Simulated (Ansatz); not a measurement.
# BF₂HO (built from SMILES OB(F)F): single points off equilibrium

An exercise on one series of results from a longer session: the logs are not shown, and one member is left open.

Program: Ansatz 0.2.0, Gaussian basis. Level of theory: single points in def2-TZVPP. These are calculated values, not measurements.

Cores are frozen in the correlated methods.

**The system as given**

5 atoms, charge 0, spin multiplicity 1.

Atoms are counted from 1 here; the program's logs count them from 0.

Bond lengths: B1–O3 1.355 Å, B1–F5 1.228 Å, F2–H4 1.086 Å, O3–H4 1.248 Å. Angles: O3–B1–F5 156.1°, B1–O3–H4 78.6°, F2–H4–O3 125.7°.

Geometry (Å):

```
B    -0.0399    0.2939    0.4529
F     0.4545   -1.0143   -0.4690
O    -0.6877    0.7103   -0.6626
H    -0.1298   -0.3274   -1.0733
F     0.2321    0.2683    1.6501
```

Set-up of the first run:

The input, run/in.yaml:

```yaml
crystal:
  periodic: [false, false, false]
  atoms:
    - {symbol: B, position_ang: [-0.039900, 0.293900, 0.452900]}
    - {symbol: F, position_ang: [0.454500, -1.014300, -0.469000]}
    - {symbol: O, position_ang: [-0.687700, 0.710300, -0.662600]}
    - {symbol: H, position_ang: [-0.129800, -0.327400, -1.073300]}
    - {symbol: F, position_ang: [0.232100, 0.268300, 1.650100]}
basis:
  gaussian: {orbitals: def2-TZVPP}
correlation: {method: ccsd_t}
output: {forces: true}
```

The command line of these runs was not kept.

Among the steps run: CCSD(T)/def2-TZVPP; PBE0-D4/def2-TZVPP; wB97M-V/def2-TZVPP; r2SCAN-D4/def2-TZVPP; PBE-D4/def2-TZVPP; CAM-B3LYP-D4/def2-TZVPP; SPW92/def2-TZVPP.

One of the session's tables, all rows but one given; the rest of the session is left out.

| method | RMS force component (eV/Å) | angle to CCSD(T) forces (°) | dipole (D) |
| --- | --- | --- | --- |
| CCSD(T) | 2.571 | reference | 1.47 |
| PBE0-D4 | 2.581 | 3.5 | 1.50 |
| wB97M-V | 2.625 | 2.6 | 1.53 |
| r2SCAN-D4 | 2.582 | 2.8 | 1.50 |
| PBE-D4 | ? | ? | ? |
| CAM-B3LYP-D4 | 2.597 | 5.0 | 1.52 |
| SPW92 | 2.538 | 3.9 | 1.43 |

Q: Estimate the row for PBE-D4 from the others.

**Answer.** RMS force component (eV/Å): 2.632; angle to CCSD(T) forces (°): 6.1; dipole (D): 1.44. In the column «RMS force component (eV/Å)» it is the highest.
